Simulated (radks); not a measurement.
# Spin polarisation of the 4d shell in Ag²⁺

Aim: the energy gained and the exchange splitting as electrons of the 4d shell of Ag²⁺ are turned from spin down to spin up.

Program: radks (a radial shooting solver on a logarithmic mesh, Libxc functionals) version 1. Level of theory: scalar-relativistic Kohn-Sham, SCAN, spin-polarised, spherical densities, finite nucleus. These are calculated values, not measurements, unless marked.

**1. Starting point**

| Item | Value |
| --- | --- |
| element | silver (Z = 47) |
| charge | +2 |
| electrons | 45 |
| configuration | [Kr] 4d(up 4.5, down 4.5) |
| nuclear rms radius | 4.5454 fm |

A shell typed twice in an input gives spin up, then spin down.

**2. No moment**

Settings of this run:

```text
Z 47
configuration [Kr] 4d4.5 4d4.5
relativity scalar-relativistic
functional scan,scan
spin polarised
nucleus finite rms 4.5454 fm
c 137.035999084
```

**3. moment 0.25 in 4d**

Settings of this run:

```text
Z 47
configuration [Kr] 4d4.625 4d4.375
relativity scalar-relativistic
functional scan,scan
spin polarised
nucleus finite rms 4.5454 fm
c 137.035999084
```

**4. moment 0.5 in 4d**

Settings of this run:

```text
Z 47
configuration [Kr] 4d4.75 4d4.25
relativity scalar-relativistic
functional scan,scan
spin polarised
nucleus finite rms 4.5454 fm
c 137.035999084
```

**5. moment 0.75 in 4d**

Settings of this run:

```text
Z 47
configuration [Kr] 4d4.875 4d4.125
relativity scalar-relativistic
functional scan,scan
spin polarised
nucleus finite rms 4.5454 fm
c 137.035999084
```

**6. moment 1 in 4d**

Settings of this run:

```text
Z 47
configuration [Kr] 4d5 4d4
relativity scalar-relativistic
functional scan,scan
spin polarised
nucleus finite rms 4.5454 fm
c 137.035999084
```

**Question.** What will these runs give? Wanted: for each run, moment; E − E(0); ε(4d up); ε(4d down); splitting.

The runs gave:

```tsv
moment (μB)	E − E(0) (eV)	ε(4d up) (eV)	ε(4d down) (eV)	splitting (eV)
0	0.000	-29.095	-29.095	0.000
0.25	-0.014	-29.214	-28.974	0.241
0.5	-0.047	-29.331	-28.849	0.482
0.75	-0.124	-29.445	-28.722	0.723
1	-0.235	-29.557	-28.593	0.964
```

What this shows: At a moment of 1 μB the energy has fallen by 0.24 eV and the 4d levels split by 0.96 eV, 0.964 eV per μB. The Stoner form E = −I m²/4 would give I = 0.941 eV. The energy falls at every step.
